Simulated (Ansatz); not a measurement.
# CH4O2Si: up Jacob's ladder to CCSD(T)

An exercise on one series of results from a longer session: the logs are not shown, and one member is left open.

The runs use Ansatz 0.2.0, Gaussian basis; functionals in def2-TZVPP, the program's frozen cores in correlated methods.

Levels to be run: LDA (SPW92), PBE-D4, revPBE-D4, BLYP-D4, r2SCAN-D4, B97M-V, PBE0-D4, B3LYP-D4, r2SCANh-D4, r2SCAN0-D4, HSE06-D4, BHLYP-D4, CAM-B3LYP-D4, LC-ωPBE, ωB97X-V, ωB97M-V, B2PLYP, PBE-QIDH; CCSD(T)/def2-SVP; CCSD(T)/def2-TZVPP; MP2/def2-QZVPP; extrapolation to the limit; RPA on PBE.

## Structure used throughout

The geometry comes from an earlier relaxation with PBE0-D4 in a triple-zeta def2 set; it is a stationary point, not always the lowest conformer.

SMILES `C1O[SiH2]O1`, 8 atoms, charge 0, spin multiplicity 1.

Atoms are counted from 1 here; the program's logs count them from 0.

Bond lengths: C1–O2 1.430 Å, C1–O4 1.430 Å, C1–H5 1.095 Å, C1–H6 1.095 Å, O2–Si3 1.665 Å, Si3–O4 1.665 Å, Si3–H7 1.483 Å, Si3–H8 1.483 Å. Angles: O2–C1–O4 101.3°, O2–C1–H5 111.0°, O2–C1–H6 111.0°, O4–C1–H5 111.0°, O4–C1–H6 111.0°, H5–C1–H6 111.1°, C1–O2–Si3 87.8°, O2–Si3–O4 83.2°, O2–Si3–H7 115.6°, O2–Si3–H8 115.6°, O4–Si3–H7 115.6°, O4–Si3–H8 115.6°, H7–Si3–H8 109.6°, C1–O4–Si3 87.8°.

The first run:

in.yaml reads:

```yaml
crystal:
  periodic: [false, false, false]
  atoms:
    - {symbol: C, position_ang: [-0.167394, 1.020299, -0.334531]}
    - {symbol: O, position_ang: [-0.759555, 0.297085, 0.747529]}
    - {symbol: Si, position_ang: [0.184951, -1.003077, 0.310556]}
    - {symbol: O, position_ang: [0.721664, 0.038370, -0.872991]}
    - {symbol: H, position_ang: [-0.922339, 1.312470, -1.071227]}
    - {symbol: H, position_ang: [0.384982, 1.891564, 0.031264]}
    - {symbol: H, position_ang: [1.202302, -1.418201, 1.306733]}
    - {symbol: H, position_ang: [-0.552412, -2.195610, -0.173035]}
basis:
  gaussian: {orbitals: def2-TZVPP}
hamiltonian: {xc: lda}
output: {orbitals: {seedname: orbitals}}
```

On the command line:

```bash
$ ansatz run in.yaml --threads 2 --pin off --events-out ev --progress --plain --max-ram 4352MiB
```

Steps of the session up to this table: LDA; PBE-D4 (GGA); revPBE-D4 (GGA); BLYP-D4 (GGA); r2SCAN-D4 (meta-GGA); B97M-V (meta-GGA); B3LYP-D4 (hybrid); r2SCANh-D4 (hybrid); r2SCAN0-D4 (hybrid); HSE06-D4 (hybrid); BHLYP-D4 (hybrid); CAM-B3LYP-D4 (range-separated); LC-ωPBE (range-separated); ωB97X-V (range-separated); ωB97M-V (range-separated); B2PLYP (double hybrid); PBE-QIDH (double hybrid).

One of the session's tables, all rows but one given; the rest of the session is left out.

It belongs to the step «Frontier levels by functional». 

```
  functional  HOMO (eV)  gap (eV)
 LDA (SPW92)      -6.59      4.84
      PBE-D4      -6.51      5.04
   revPBE-D4      -6.48      5.12
     BLYP-D4      -6.45      5.10
   r2SCAN-D4          ?         ?
      B97M-V      -6.98      5.71
     PBE0-D4      -8.01      7.47
    B3LYP-D4      -7.82      7.03
  r2SCANh-D4      -7.39      6.65
  r2SCAN0-D4      -8.24      7.95
    HSE06-D4      -7.61      6.69
    BHLYP-D4      -9.50      9.86
CAM-B3LYP-D4      -9.46      9.93
     LC-ωPBE     -10.77     12.49
     ωB97X-V     -10.45     12.01
     ωB97M-V     -10.35     11.59
```

**Question.** Estimate the row for r2SCAN-D4.

Worked estimate for «HOMO (eV)». Against the share of exact exchange, r2SCANh-D4 (0.1, -7.39), r2SCAN0-D4 (0.25, -8.24) give a slope of -5.67 per unit share; at 0 the line stands at -6.82.

As computed: HOMO (eV): -6.83; gap (eV): 5.78. In «HOMO (eV)» the line misses by +0.01.
